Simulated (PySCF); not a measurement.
**Zn: excitation energy in aug-cc-pwCVTZ-DK**

Aim: the excitation energy of zinc from differences of total energies, at each level of theory, and how far each lands from the tabulated value where there is one.

The numbers are computed with PySCF 2.14.0 (unrestricted determinants in a Gaussian basis, no spin-orbit coupling in the energies), except any that are marked as measured or tabulated.

**1. What is computed**

```
Element                                   : zinc (Z = 30)
Basis                                     : aug-cc-pwCVTZ-DK (10s9p7d4f3g, 127 functions)
Hamiltonian                               : scalar relativity by spin-free X2C-1e
State 1                                   : Zn: [Ar] 3d9 4s2 5s1, 5s spin antiparallel (an excited configuration)
Needed too, but not shown                 : Zn [Ar] 3d10 4s2 (1S)
Methods                                   : UHF, LDA, PBE, PBE0, r2SCAN, B2PLYP, r2SCANh, revPBE, MP2
Core shells frozen in the correlated runs : valence: [Ar]; valence and next inner shell: [Ne]; all electrons: nothing (for Zn)
```

One driver process ran all states and methods and kept the integrals in memory. Each run is shown as a PySCF script that sums up its settings (the driver passes frozen orbitals as a list and adds second-order terms of double hybrids); the logs are those of the runs themselves. The driver starts from symmetry-adapted Hartree-Fock orbitals, holds the occupation by maximum overlap and uses a logarithmic radial grid for functionals, so a plain start would take other cycles.

The integrals over 127 functions and the set-up took 7 s of CPU time.

**2. Zn [Ar] 3d9 4s2 5s1, s spin flipped, method by method**

**UHF**

Input file input.py:

```python
from pyscf import gto, scf, dft, mp, cc
import basis_set_exchange as bse
mol = gto.M(atom="Zn 0 0 0", charge=0, spin=0, symmetry="D2h",
            basis=gto.basis.parse(bse.get_basis("aug-cc-pwCVTZ-DK", elements=["Zn"], fmt="nwchem")),
            nucmod="G")
mf = scf.UHF(mol).sfx2c1e()
mf.irrep_nelec = {'Ag': (6, 6), 'B1g': (1, 1), 'B2g': (1, 1), 'B3g': (1, 1), 'B1u': (2, 2), 'B2u': (2, 2), 'B3u': (2, 2)}
mf.kernel()
```

**LDA**

input.py differs from the last one in:

```diff
@@ -5,3 +5,3 @@
             nucmod="G")
-mf = scf.UHF(mol).sfx2c1e()
+mf = dft.UKS(mol, xc="LDA,VWN").sfx2c1e()
 mf.irrep_nelec = {'Ag': (6, 6), 'B1g': (1, 1), 'B2g': (1, 1), 'B3g': (1, 1), 'B1u': (2, 2), 'B2u': (2, 2), 'B3u': (2, 2)}
```

**PBE**

input.py differs from the last one in:

```diff
@@ -5,3 +5,3 @@
             nucmod="G")
-mf = dft.UKS(mol, xc="LDA,VWN").sfx2c1e()
+mf = dft.UKS(mol, xc="PBE").sfx2c1e()
 mf.irrep_nelec = {'Ag': (6, 6), 'B1g': (1, 1), 'B2g': (1, 1), 'B3g': (1, 1), 'B1u': (2, 2), 'B2u': (2, 2), 'B3u': (2, 2)}
```

**PBE0**

input.py differs from the last one in:

```diff
@@ -5,3 +5,3 @@
             nucmod="G")
-mf = dft.UKS(mol, xc="PBE").sfx2c1e()
+mf = dft.UKS(mol, xc="PBE0").sfx2c1e()
 mf.irrep_nelec = {'Ag': (6, 6), 'B1g': (1, 1), 'B2g': (1, 1), 'B3g': (1, 1), 'B1u': (2, 2), 'B2u': (2, 2), 'B3u': (2, 2)}
```

**r2SCAN**

input.py differs from the last one in:

```diff
@@ -5,3 +5,3 @@
             nucmod="G")
-mf = dft.UKS(mol, xc="PBE0").sfx2c1e()
+mf = dft.UKS(mol, xc="R2SCAN").sfx2c1e()
 mf.irrep_nelec = {'Ag': (6, 6), 'B1g': (1, 1), 'B2g': (1, 1), 'B3g': (1, 1), 'B1u': (2, 2), 'B2u': (2, 2), 'B3u': (2, 2)}
```

**B2PLYP**

input.py differs from the last one in:

```diff
@@ -5,3 +5,3 @@
             nucmod="G")
-mf = dft.UKS(mol, xc="R2SCAN").sfx2c1e()
+mf = dft.UKS(mol, xc="0.53*HF + 0.47*B88, 0.73*LYP").sfx2c1e()
 mf.irrep_nelec = {'Ag': (6, 6), 'B1g': (1, 1), 'B2g': (1, 1), 'B3g': (1, 1), 'B1u': (2, 2), 'B2u': (2, 2), 'B3u': (2, 2)}
```

**r2SCANh**

input.py differs from the last one in:

```diff
@@ -5,3 +5,3 @@
             nucmod="G")
-mf = dft.UKS(mol, xc="0.53*HF + 0.47*B88, 0.73*LYP").sfx2c1e()
+mf = dft.UKS(mol, xc="HYB_MGGA_XC_R2SCANH").sfx2c1e()
 mf.irrep_nelec = {'Ag': (6, 6), 'B1g': (1, 1), 'B2g': (1, 1), 'B3g': (1, 1), 'B1u': (2, 2), 'B2u': (2, 2), 'B3u': (2, 2)}
```

**revPBE**

input.py differs from the last one in:

```diff
@@ -5,3 +5,3 @@
             nucmod="G")
-mf = dft.UKS(mol, xc="HYB_MGGA_XC_R2SCANH").sfx2c1e()
+mf = dft.UKS(mol, xc="PBE_R,PBE").sfx2c1e()
 mf.irrep_nelec = {'Ag': (6, 6), 'B1g': (1, 1), 'B2g': (1, 1), 'B3g': (1, 1), 'B1u': (2, 2), 'B2u': (2, 2), 'B3u': (2, 2)}
```

**MP2 (valence)**

input.py differs from the last one in:

```diff
@@ -5,4 +5,5 @@
             nucmod="G")
-mf = dft.UKS(mol, xc="PBE_R,PBE").sfx2c1e()
+mf = scf.UHF(mol).sfx2c1e()
 mf.irrep_nelec = {'Ag': (6, 6), 'B1g': (1, 1), 'B2g': (1, 1), 'B3g': (1, 1), 'B1u': (2, 2), 'B2u': (2, 2), 'B3u': (2, 2)}
 mf.kernel()
+mp.UMP2(mf, frozen=9).kernel()
```

**3. Zn [Ar] 3d9 4s2 5s1, s spin flipped, continued**

**MP2 (valence and next inner shell)**

input.py: that of step 2 with these lines changed.

```diff
@@ -8,2 +8,2 @@
 mf.kernel()
-mp.UMP2(mf, frozen=9).kernel()
+mp.UMP2(mf, frozen=5).kernel()
```

**MP2 (all electrons)**

input.py differs from the last one in:

```diff
@@ -8,2 +8,2 @@
 mf.kernel()
-mp.UMP2(mf, frozen=5).kernel()
+mp.UMP2(mf, frozen=0).kernel()
```

Q: Predict the outcome of this session.

The runs gave:

```
                                                quantity                                      value
excitation energy, Zn → [Ar] 3d9 4s2 5s1, s spin flipped  UHF 11.838, MP2 (all electrons) 15.231 eV
```

The methods span 3.393 eV, from UHF (11.838) to MP2 (all electrons) (15.231). No reference value is at hand in this session. All values hold for this basis alone; no basis-set limit was taken.
